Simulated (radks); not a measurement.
# Ir⁺ in [Kr] 4d10 4f14 5s2 5p4 5d7 6s1 6d2: an all-electron calculation

Wanted: eigenvalues, radial structure and energy terms of the iridium ion Ir+.

Program: radks (a radial shooting solver on a logarithmic mesh, Libxc functionals) version 1. Level of theory: scalar-relativistic Kohn-Sham, r2SCAN, spin-polarised, spherical densities, finite nucleus; open shells are filled with parallel spins first. These are calculated values, not measurements, unless marked.

## Step 1: What is computed

```
element            : iridium (Z = 77)
charge             : +1
electrons          : 76
configuration      : [Kr] 4d10 4f14 5s2 5p4 5d7 6s1 6d2
nuclear rms radius : 5.4032 fm
```

Outer shells as boxes (Hund's rule):

Ir⁺
```
[Kr] core
4d [↑↓][↑↓][↑↓][↑↓][↑↓]
4f [↑↓][↑↓][↑↓][↑↓][↑↓][↑↓][↑↓]
5s [↑↓]
5p [↑↓][↑ ][↑ ]
5d [↑↓][↑↓][↑ ][↑ ][↑ ]
6s [↑ ]
6d [↑ ][↑ ][  ][  ][  ]
```

## Step 2: Self-consistent calculation

Input:

```text
Z 77
configuration [Kr] 4d10 4f14 5s2 5p4 5d7 6s1 6d2 6p0 7s0
relativity scalar-relativistic
functional r2scan,r2scan
spin polarised
nucleus finite rms 5.4032 fm
c 137.035999084
```

Started as:

```bash
$ python run_ks.py task.json out
```

All runs below come from this command, one after another.

What does the calculation give?

As calculated:

```
                        quantity                   value
                    total energy     -17820.8922 hartree
exchange-correlation share of it                  1.94 %
                            −T/E                  1.1114
          highest occupied level        6d up, -5.408 eV
    most extended occupied level  6d up, <r> = 4.86 bohr
 radius at density 0.001 e/bohr³               5.56 bohr
    maxima of the radial density                       4
```

**Reading.** 6 principal shells are occupied and 4 maxima appear in the radial density; where shells overlap, one shows as a shoulder or not at all. Relativity lifts −T/E to 1.111. This is not the tabulated ground configuration, so its levels and sizes aren't those of the ground state, and no measured value stands beside it.
